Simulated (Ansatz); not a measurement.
# BHBr (quartet): wave-function methods side by side, cc-pVDZ

Aim: climb from Hartree-Fock through coupled cluster and multireference methods for BHBr (quartet) at one geometry and basis, and see what each rung misses.

The runs use Ansatz 0.2.0, Gaussian basis; cc-pVDZ, core rule «outside noble gas», up to 15 orbitals frozen.

Plan: UHF; CCSD(T) on ROHF; CCSD(T) on UHF; BCCD(T) on ROHF; CISD as a restricted active space (open shells left free, so some higher excitations enter); CCSDT(Q) on ROHF; CCSDT(Q) on UHF; CASSCF and MRCISD+Q, 11 electrons in 9 orbitals; CASSCF and NEVPT2, 11 electrons in 9 orbitals.

35 further runs of the same task are left out: 6 for a known fault of the program, 12 that didn't finish, 17 set aside as unsound or not needed. Runs told in other sessions of the task aren't counted.

### 1 The geometry

The geometry is a PBE0/def2-TZVP stationary point (not a proven minimum). No spin-orbit coupling is included. The filled d shell of Br may be among the frozen orbitals whatever the setting's name suggests.

3 atoms, charge 0, spin multiplicity 4.

Atoms are counted from 1 here; the program's logs count them from 0.

Bond lengths: B1–Br2 1.977 Å, B1–H3 1.279 Å. Angles: Br2–B1–H3 79.0°.

### 2 UHF

in.yaml reads:

```yaml
crystal:
  periodic: [false, false, false]
  atoms:
    - {symbol: B, position_ang: [0.000000, -0.188124, 1.715115]}
    - {symbol: Br, position_ang: [0.000000, 0.011759, -0.252218]}
    - {symbol: H, position_ang: [0.000000, 1.085637, 1.598465]}
basis:
  gaussian: {orbitals: cc-pVDZ}
magnetization: {spin_polarized: true, initial_magnetization: 3}
hamiltonian: {xc: hf}
output: {orbitals: {seedname: orbitals}}
```

Run with:

```sh
ansatz run in.yaml --threads 1 --pin off --events-out ev --progress --plain --max-ram 2393MiB
```

After this run come: CCSD(T) on ROHF; CCSD(T) on UHF; BCCD(T) on ROHF; CISD as a restricted active space (open shells left free, so some higher excitations enter); CCSDT(Q) on ROHF; CCSDT(Q) on UHF; CASSCF and MRCISD+Q, 11 electrons in 9 orbitals; CASSCF and NEVPT2, 11 electrons in 9 orbitals.

**Question.** What will the summary of the whole plan be? Wanted: UCCSDT(Q) from the RHF energy; RMP2 from UCCSDT(Q); UMP2 from UCCSDT(Q); RCCSD from UCCSDT(Q); RCCSD(T) from UCCSDT(Q); UCCSD(T) from UCCSDT(Q); RCCSDT(Q) from UCCSDT(Q); NEVPT2 valence from UCCSDT(Q); MRCISD+Q valence from UCCSDT(Q).

As calculated:

| quantity | value |
| --- | --- |
| UCCSDT(Q) from the ROHF energy | -5.4524 eV |
| RMP2 from UCCSDT(Q) | +788.3 meV |
| UMP2 from UCCSDT(Q) | +831.3 meV |
| RCCSD from UCCSDT(Q) | +174.5 meV |
| RCCSD(T) from UCCSDT(Q) | +33.8 meV |
| UCCSD(T) from UCCSDT(Q) | +32.7 meV |
| RCCSDT(Q) from UCCSDT(Q) | +1.9 meV |
| NEVPT2 valence from UCCSDT(Q) | +984.9 meV |
| MRCISD+Q valence from UCCSDT(Q) | +21.6 meV |
| levels within 1 kcal/mol (43 meV) | RCCSD(T), UCCSD(T), BCCD(T), RCCSDT, UCCSDT, RCCSDT(Q), MRCISD+Q valence |
| T1 diagnostic | 0.020 |
| effectively unpaired electrons | 3.01 |

In words: RCCSD(T) lands +33.8 meV from the yardstick (0.6 % of the correlation energy). One determinant dominates. Of the multireference levels listed MRCISD+Q valence comes nearest in total energy (+21.6 meV), which doesn't show that its space is the better one. These misses are within one basis, not against nature; the frozen cores of restricted and unrestricted runs differ, which can shift their rows.

With open shells the CI space here admits some higher excitations, so it is larger than plain CISD.
